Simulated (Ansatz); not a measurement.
# ZrSi+ (sextet): from Hartree-Fock to the top rungs, def2-QZVPP

An exercise on one series of results from a longer session: the logs are not shown, and one member is left open.

The runs use Ansatz 0.2.0, Gaussian basis; def2-QZVPP, core rule «outside noble gas», up to 9 orbitals frozen.

The runs, in order: UHF; ROHF; CCSD(T) on UHF.

## What is computed

The geometry is a PBE0/def2-TZVP stationary point (not a proven minimum). No spin-orbit coupling is included. Elements past krypton take def2 core potentials.

2 atoms, charge 1, spin multiplicity 6.

Atoms are counted from 1 here; the program's logs count them from 0.

Bond lengths: Zr1–Si2 2.522 Å.

The first run:

The input, in.yaml:

```yaml
crystal:
  periodic: [false, false, false]
  atoms:
    - {symbol: Zr, position_ang: [0.000000, 0.000000, 0.000000]}
    - {symbol: Si, position_ang: [0.000000, 0.000000, 2.521600]}
basis:
  gaussian: {orbitals: "def2-QZVPP.json"}
total_charge: 1
magnetization: {spin_polarized: true, initial_magnetization: 5}
hamiltonian: {xc: hf}
output: {orbitals: {seedname: orbitals}}
```

Command:

```bash
ansatz run in.yaml --threads 1 --pin off --events-out ev --progress --plain --max-ram 2560MiB --backend cpu
```

Steps of the session up to this table: UHF; ROHF; CCSD(T) on UHF.

One table of the session follows, with a row left open; its other results are not shown here.

| method | from UCCSD(T) (meV) |
| --- | --- |
| ROHF | +3826.5 |
| UHF | +3677.7 |
| UMP2 | +746.1 |
| UCCSD | ? |
| UCCSD(T) | 0 |

Estimate the missing values for UCCSD.

As computed: from UCCSD(T) (meV): +225.3. In the column «from UCCSD(T) (meV)» it lies between UCCSD(T) (0) and UMP2 (+746.1).
